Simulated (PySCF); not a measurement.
**C₃H₃AlF₂: geometry, spin-spin couplings**

Aim: predict the spin-spin couplings of C₃H₃AlF₂ (`[F][Al]([F])[C]1=CC1`).

Computed with PySCF 2.14.0, with density-fitted response routines of our own, on a single molecule in the gas phase. Atoms count from 0, in the outputs and in this text.

## 1. The molecule as given

9 atoms, charge 0, multiplicity 1; geometry from: GFN2-xTB. The atoms were then displaced at random by about 0.01 Å, so the start is not that level's minimum.

Bonds of the start (Å): F0–Al1 1.64, Al1–F2 1.63, Al1–C3 1.89, C3–C4 1.34, C4–C5 1.48, C5–C3 1.55, C4–H6 1.06, C5–H7 1.08, C5–H8 1.10.

## 2. Geometry optimisation at PBE0-D3(BJ)/def2-SVP

Job settings and geometry (Å):

```
{"job": {"xc": "PBE0", "basis": "def2-SVP", "d3": "d3bj", "grid": 1, "shake": 0.01, "kind": "geom"}, "charge": 0, "multiplicity": 1}
F      2.629320     1.786050    -0.212100
Al     1.871570     0.343720    -0.040440
F      2.837370    -0.964080     0.119610
C     -0.011350     0.159420    -0.024920
C     -1.255560     0.655480    -0.101060
C     -1.222210    -0.808720     0.090870
H     -1.886680     1.499460    -0.197070
H     -1.438840    -1.455870    -0.747230
H     -1.465810    -1.232610     1.078620
```

Run with:

```sh
> OMP_NUM_THREADS=1 python probes_run.py task.json out
```

The driver reads the jobs from task.json and runs them one after another.

**Question.** This job is followed by: B3LYP/6-31G* indirect spin-spin coupling, non-relativistic, gas phase. What will the session give for the following? point group; rotational constants (main isotopes); largest coupling of the table (B3LYP/6-31G*).

**Answer**, as computed:

| quantity | value |
| --- | --- |
| point group | C1 |
| rotational constants (main isotopes) | 5.28, 1.74, 1.32 GHz |
| largest coupling of the table (B3LYP/6-31G*) | 1J(Al,C) Al1–C3, 226.7 Hz |

In words: The start of the PBE0/def2-SVP relaxation was shaken at random by about 0.01 Å, so part of the energy gained, and of the first lengths quoted, undoes that. Relaxing lowered the energy by 0.083 eV in 14 steps; the close pair that moved most is C4–H6, from 1.058 to 1.089 Å. Of the pairs tabulated at B3LYP/6-31G*, Al1–C3 couples most strongly (226.7 Hz; Fermi contact 227.8 Hz). Couplings across rotatable bonds belong to this one conformer; where others are populated, the observed values are averages. Density functionals describe couplings to fluorine poorly, F–F couplings above all, so those rows are rough. Couplings from bases without tight functions are rough.
